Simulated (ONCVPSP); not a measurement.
# Pseudopotential generation for Sr: ONCV, LDA (Perdew-Wang 92)

Do these settings give a usable potential? It is generated, then checked for transferability, scattering, ghosts and hardness.

Program: ONCVPSP 4.0.1. Reference atom: LDA (Perdew-Wang 92), scalar-relativistic, spherical and spin-unpolarised. All values are calculated.

**1. The design**

The settings as typed:

- element: strontium (Sr, Z = 38)
- type: optimised norm-conserving Vanderbilt (ONCV)
- frozen core: [Ar] 3d10
- valence charge: 10
- reference configuration: 4s2 4p6 5s1.5 (charge +0.5)
- partial waves: 4s+5s: rc 2.65 bohr, ncon 4, nbas 7, qcut 3.6 1/bohr, 2 projectors; 4p: rc 1.45 bohr, ncon 5, nbas 8, qcut 5.2 1/bohr, 2 projectors, debl 4 Ha; d scattering state at 0.11 Ha: rc 2.85 bohr, ncon 4, nbas 8, qcut 3 1/bohr, 2 projectors, debl 1.1 Ha; f scattering state at 0.37 Ha: rc 2.80 bohr, ncon 3, nbas 7, qcut 3.5 1/bohr, 2 projectors, debl 3 Ha
- local potential: polynomial inside 0.95 bohr (lpopt 5, dvloc0 4 Ha)
- core correction: Teter function, fcfact 6, rcfact 1.05

The nodes and maxima of the atom's own shells, from an earlier all-electron run, set the scale for the radii.

All-electron outer shells of the reference configuration (LDA (PZ), scalar-relativistic, ld1.x):

```json
{"shell": "4s", "level (eV)": "-43.96", "outermost node (bohr)": "0.59", "outermost maximum (bohr)": "1.19"}
{"shell": "4p", "level (eV)": "-25.88", "outermost node (bohr)": "0.61", "outermost maximum (bohr)": "1.32"}
{"shell": "5s", "level (eV)": "-6.04", "outermost node (bohr)": "1.64", "outermost maximum (bohr)": "3.49"}
{"shell": "4d", "level (eV)": "-4.06", "outermost node (bohr)": "0.65", "outermost maximum (bohr)": "2.09"}
{"shell": "5p", "level (eV)": "-3.35", "outermost node (bohr)": "1.94", "outermost maximum (bohr)": "4.48"}
```

**2. Generating the potential**

Sr.dat reads:

```
# ATOM AND REFERENCE CONFIGURATION
# atsym  z   nc   nv     iexc    psfile
  Sr 38.00    6    3  -001012      upf
#
#   n    l    f
    1    0    2.00
    2    0    2.00
    2    1    6.00
    3    0    2.00
    3    1    6.00
    3    2   10.00
    4    0    2.00
    4    1    6.00
    5    0    1.50
#
# PSEUDOPOTENTIAL AND OPTIMIZATION
# lmax
    3
#
#   l,   rc,      ep,       ncon, nbas, qcut
    0    2.65    0.00    4    7    3.60
    1    1.45    0.00    5    8    5.20
    2    2.85    0.11    4    8    3.00
    3    2.80    0.37    3    7    3.50
#
# LOCAL POTENTIAL
# lloc, lpopt,  rc(5),   dvloc0
    4    5    0.95    4.00
#
# VANDERBILT-KLEINMAN-BYLANDER PROJECTORs
# l, nproj, debl
    0    2    1.90
    1    2    4.00
    2    2    1.10
    3    2    3.00
#
# MODEL CORE CHARGE
# icmod, fcfact, rcfact
    3    6.00    1.05
#
# LOG DERIVATIVE ANALYSIS
# epsh1, epsh2, depsh
   -3.00    5.00    0.02
#
# OUTPUT GRID
# rlmax, drl
    6.00    0.01
#
# TEST CONFIGURATIONS
# ncnf
    4
# nvcnf
#   n    l    f
    3
    4    0    2.00
    4    1    6.00
    5    0    2.00
#
    3
    4    0    2.00
    4    1    6.00
    5    0    1.00
#
    3
    4    0    2.00
    4    1    6.00
    5    0    0.00
#
    4
    4    0    2.00
    4    1    6.00
    5    0    1.50
    4    2    0.50
#
```

Command:

```sh
$ oncvpsp.x < Sr.dat > Sr.out
```

Q: Predict the outcome of this session. Wanted: cutoffs for 1 and 0.1 mHa per electron, occupied waves; bound ghosts; GHOST(+) flags; largest test error; largest phase difference near zero energy, channels read; rms error of d²Exc/dn², without and with the model core; projector energies reset by the program.

**Answer**, as computed:

| quantity | value |
| --- | --- |
| cutoffs for 1 and 0.1 mHa per electron, occupied waves | 40 Ha and 81 Ha |
| bound ghosts | none found |
| GHOST(+) flags | s at 15 eV (1 near or above the test basis's cutoff) |
| largest test error (AE − PS) | -5.0 meV, for 4s2 4p6 5s0 |
| largest phase difference near zero energy, channels read | 0.016 rad |
| rms error of d²Exc/dn², without and with the model core | 5.82 and 1.66 mHa |
| projector energies reset by the program | d: -0.149, 0.951 Ha |

**Reading.** The worst unpolarised test, 4s2 4p6 5s0, is off by 5.0 meV on 14.8 eV; by total energies transferability rates as good. The potential is hard: the looser tolerance needs 40 Ha. At the looser tolerance the 4p wave is the slowest; 4s needs 4 Ha. No bound ghost shows below the valence levels. Near zero energy the phases of the channels with partial waves agree within 0.016 rad. The pseudo curves have a pole with no partner nearby in the atom's: s at 0.56 Ha. At positive energy that is a spurious or a displaced resonance. The program also flags highly localised states, GHOST(+) (s).
